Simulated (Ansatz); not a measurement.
# GaH₃+ (doublet): wave-function methods side by side at distance Ga1–H3 = 1.864 Å, cc-pVDZ

Aim: climb from Hartree-Fock through coupled cluster and multireference methods for GaH₃+ (doublet) at one geometry and basis, and see what each rung misses.

The runs use Ansatz 0.2.0, Gaussian basis; cc-pVDZ, core rule «outside noble gas», up to 14 orbitals frozen.

To be run: UHF; CCSD(T) on ROHF; CCSD(T) on UHF; BCCD(T) on ROHF; CISD as a restricted active space (open shells left free, so some higher excitations enter); CCSDT(Q) on ROHF; CCSDT(Q) on UHF; CASSCF and MRCISD+Q, 3 electrons in 3 orbitals; CASSCF and NEVPT2, 3 electrons in 3 orbitals; Full CI.

37 further runs of the same task are left out: 23 for a known fault of the program, 12 that didn't finish, 2 set aside as unsound or not needed. Runs told in other sessions of the task aren't counted.

## 1. The system

The geometry derives from a PBE0/def2-TZVP stationary point (not a proven minimum). One bond is set to the value named and the two fragments are kept rigid. No spin-orbit coupling is included. The filled d shell of Ga may be among the frozen orbitals whatever the setting's name suggests.

4 atoms, charge 1, spin multiplicity 2.

Atoms are counted from 1 here; the program's logs count them from 0.

Bond lengths: Ga1–H3 1.864 Å, Ga1–H4 1.532 Å. Angles: H3–Ga1–H4 170.9°.

## 2. UHF

Input file in.yaml:

```yaml
crystal:
  periodic: [false, false, false]
  atoms:
    - {symbol: Ga, position_ang: [0.000000, 0.024966, 0.004585]}
    - {symbol: H, position_ang: [0.000000, -2.047625, 0.004585]}
    - {symbol: H, position_ang: [0.000000, 0.173529, -1.853486]}
    - {symbol: H, position_ang: [0.000000, 0.147071, 1.531755]}
basis:
  gaussian: {orbitals: cc-pVDZ}
total_charge: 1
magnetization: {spin_polarized: true, initial_magnetization: 1}
hamiltonian: {xc: hf}
output: {orbitals: {seedname: orbitals}}
```

Started as:

```bash
$ ansatz run in.yaml --threads 1 --pin off --events-out ev --progress --plain --max-ram 2393MiB
```

The runs that follow: CCSD(T) on ROHF; CCSD(T) on UHF; BCCD(T) on ROHF; CISD as a restricted active space (open shells left free, so some higher excitations enter); CCSDT(Q) on ROHF; CCSDT(Q) on UHF; CASSCF and MRCISD+Q, 3 electrons in 3 orbitals; CASSCF and NEVPT2, 3 electrons in 3 orbitals; Full CI.

Q: Predict the results of all the runs planned. Wanted: FCI from the RHF energy; RMP2 from FCI; UMP2 from FCI; RCCSD from FCI; RCCSD(T) from FCI; UCCSD(T) from FCI; RCCSDT(Q) from FCI; UCCSDT(Q) from FCI; NEVPT2 pair from FCI.

**Answer**, as computed:

| quantity | value |
| --- | --- |
| FCI from the ROHF energy | -2.0835 eV |
| RMP2 from FCI | +609.0 meV |
| UMP2 from FCI | +604.7 meV |
| RCCSD from FCI | +46.9 meV |
| RCCSD(T) from FCI | +15.7 meV |
| UCCSD(T) from FCI | +14.9 meV |
| RCCSDT(Q) from FCI | +0.3 meV |
| UCCSDT(Q) from FCI | -0.2 meV |
| NEVPT2 pair from FCI | +467.8 meV |
| MRCISD+Q pair from FCI | -9.0 meV |
| levels within 1 kcal/mol (43 meV) | RCCSD(T), UCCSD(T), BCCD(T), RCCSDT, UCCSDT, RCCSDT(Q), UCCSDT(Q), MRCISD+Q pair |
| T1 diagnostic | 0.025 |
| effectively unpaired electrons | 1.06 |

What this shows: RCCSD(T) lands +15.7 meV from the yardstick (0.8 % of the correlation energy). MRCISD+Q pair falls below full CI: the +Q correction isn't variational, and the cores differ from full CI's. One determinant dominates. Of the multireference levels listed MRCISD+Q pair comes nearest in total energy (-9.0 meV), which doesn't show that its space is the better one. These misses are within one basis, not against nature; the frozen cores of restricted and unrestricted runs differ, which can shift their rows.

Levels on UHF freeze UHF's core orbitals, full CI those of ROHF, so the U rows can settle a little off it for that reason alone.

With open shells the CI space here admits some higher excitations, so it is larger than plain CISD.
